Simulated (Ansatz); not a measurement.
# C2H9BOSi: a ladder of functionals and wavefunction methods

The task here is to estimate one member of a computed series from the others.

Method: functionals in def2-TZVPP, the program's frozen cores in correlated methods; program: Ansatz 0.2.0, Gaussian basis.

The runs, in order: PBE-D4, r2SCAN-D4, PBE0-D4, B3LYP-D4, ωB97X-V, ωB97M-V, B2PLYP; CCSD(T)/def2-TZVPP; MP2/def2-QZVPP; extrapolation to the limit.

### Structure used throughout

All runs share one geometry, relaxed beforehand with PBE0-D4 in a triple-zeta def2 set.

SMILES `BC(O)[SiH2]C`, 14 atoms, charge 0, spin multiplicity 1.

Atoms are counted from 1 here; the program's logs count them from 0.

Bond lengths: B1–C2 1.517 Å, B1–H6 1.195 Å, B1–H7 1.199 Å, C2–O3 1.416 Å, C2–Si4 1.941 Å, C2–H8 1.101 Å, O3–H9 0.961 Å, Si4–C5 1.866 Å, Si4–H10 1.493 Å, Si4–H11 1.487 Å, C5–H12 1.092 Å, C5–H13 1.092 Å, C5–H14 1.092 Å. Angles: C2–B1–H6 121.7°, C2–B1–H7 117.7°, H6–B1–H7 120.3°, B1–C2–O3 116.9°, B1–C2–Si4 99.5°, B1–C2–H8 113.6°, O3–C2–Si4 109.2°, O3–C2–H8 113.1°, Si4–C2–H8 102.5°, C2–O3–H9 108.9°, C2–Si4–C5 113.3°, C2–Si4–H10 102.5°, C2–Si4–H11 110.4°, C5–Si4–H10 109.8°, C5–Si4–H11 111.8°, H10–Si4–H11 108.5°, Si4–C5–H12 110.1°, Si4–C5–H13 111.3° and more.

The first run:

Contents of in.yaml:

```yaml
crystal:
  periodic: [false, false, false]
  atoms:
    - {symbol: B, position_ang: [-0.903031, -0.343753, 1.515153]}
    - {symbol: C, position_ang: [0.227125, -1.050131, 0.791262]}
    - {symbol: O, position_ang: [1.542639, -0.783671, 1.243173]}
    - {symbol: Si, position_ang: [-0.003468, -0.292796, -0.980592]}
    - {symbol: C, position_ang: [-0.091269, 1.571421, -0.980440]}
    - {symbol: H, position_ang: [-0.700883, 0.580139, 2.245708]}
    - {symbol: H, position_ang: [-2.025619, -0.665817, 1.244901]}
    - {symbol: H, position_ang: [0.037600, -2.120698, 0.618422]}
    - {symbol: H, position_ang: [2.168282, -1.154458, 0.614354]}
    - {symbol: H, position_ang: [1.232990, -0.741199, -1.687845]}
    - {symbol: H, position_ang: [-1.180778, -0.900575, -1.655812]}
    - {symbol: H, position_ang: [0.733748, 1.986128, -0.396981]}
    - {symbol: H, position_ang: [-1.028282, 1.924561, -0.544077]}
    - {symbol: H, position_ang: [-0.021955, 1.961651, -1.998428]}
basis:
  gaussian: {orbitals: def2-TZVPP}
hamiltonian: {xc: pbe, dispersion: d4}
output: {forces: true, orbitals: {seedname: orbitals}}
```

On the command line:

```sh
$ ansatz run in.yaml --threads 4 --pin off --events-out ev --progress --plain --max-ram 10444MiB
```

Among the steps run: PBE-D4 (GGA); r2SCAN-D4 (meta-GGA); PBE0-D4 (hybrid); B3LYP-D4 (hybrid); ωB97X-V (range-separated); ωB97M-V (range-separated); B2PLYP (double hybrid); CCSD(T) in def2-TZVPP; MP2 in def2-QZVPP.

One table of the session follows, with a row left open; its other results are not shown here.

| method | atomisation energy (kcal/mol) |
| --- | --- |
| PBE-D4 | ? |
| r2SCAN-D4 | 1203.6 |
| PBE0-D4 | 1199.5 |
| B3LYP-D4 | 1200.6 |
| ωB97X-V | 1202.5 |
| ωB97M-V | 1203.7 |
| B2PLYP | 1186.1 |
| HF/def2-TZVPP | 898.1 |
| MP2/def2-TZVPP | 1180.7 |
| CCSD/def2-TZVPP | 1155.5 |
| CCSD(T)/def2-TZVPP | 1169.6 |
| MP2/CBS | 1208.5 |
| CCSD(T)/CBS | 1197.4 |

**Question.** Estimate the row for PBE-D4.

The run gave: atomisation energy (kcal/mol): 1213.9. In the column «atomisation energy (kcal/mol)» it is the highest.
